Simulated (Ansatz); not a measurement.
# Be2Si: a single-point run

Wanted: a converged single-point run for Be2Si, and a check of what comes out. The structure is shown as the input types it. The cell is built on a prototype (antifluorite) and needn't be the phase found in nature.

Computed with Ansatz 0.2.0 (density functional or hybrid calculation with the settings of its input, plane waves (as first typed), unless a step's input says otherwise).

2 further runs of the same task are left out: 2 that didn't finish.

**1. The system as given**

It takes space group Fm-3m (No. 225, cubic). The conventional cell has a = 5.283 Å, b = 5.283 Å, c = 5.283 Å, α = 90.00°, β = 90.00°, γ = 90.00°. Si (site symmetry m-3m) is surrounded by 8 Be at 2.29 Å. Around Be (site symmetry -43m) lie 4 Si at 2.29 Å.

As a file:

```cif
data_structure
_symmetry_space_group_name_H-M 'P 1'
_symmetry_Int_Tables_number 1
_cell_length_a 3.7355
_cell_length_b 3.7355
_cell_length_c 3.7355
_cell_angle_alpha 60.000
_cell_angle_beta 60.000
_cell_angle_gamma 60.000
_cell_volume 36.86
loop_
_atom_site_label
_atom_site_type_symbol
_atom_site_fract_x
_atom_site_fract_y
_atom_site_fract_z
_atom_site_occupancy
Si1 Si 0.00000 0.00000 0.00000 1
Be1 Be 0.25000 0.25000 0.25000 1
Be2 Be 0.75000 0.75000 0.75000 1
```

**2. Input and run**

input.yaml

```yaml
crystal:
  lattice:
    - [0.0, 2.6413830409, 2.6413830409]
    - [2.6413830409, 0.0, 2.6413830409]
    - [2.6413830409, 2.6413830409, 0.0]
  atoms:
    - { symbol: Si, position: [0.0, 0.0, 0.0] }
    - { symbol: Be, position: [0.25, 0.25, 0.25] }
    - { symbol: Be, position: [0.75, 0.75, 0.75] }
kpoints:
  mp_grid: { grid: [6, 6, 6] }
hamiltonian:
  xc: r2scan
scf:
  occupations: { method: fermi_dirac, width: 0.02 }
  n_extra_bands: 4
  max_iter: 90
output:
  forces: true
  stress: true
  eigenvalues: true
basis:
  ecutwfc: 80
```

Run with:

```bash
$ ansatz run input.yaml --threads 4 --pin off --max-ram 3686MiB --backend cpu --events-out ev --progress --plain --runs-dir out
```

**Question.** How will this run end, and is anything wrong with its input?

The program finished normally, with warnings (cutoff below recommended). Its log warns: «basis.ecutwfc = 80 eV is below the records' recommended 500 eV ...»

In the input, basis.ecutwfc is 80. The cutoff lies far under what these potentials need. The potentials' recommended cutoff is 500 eV.

The test: delete basis.ecutwfc (the default then holds).
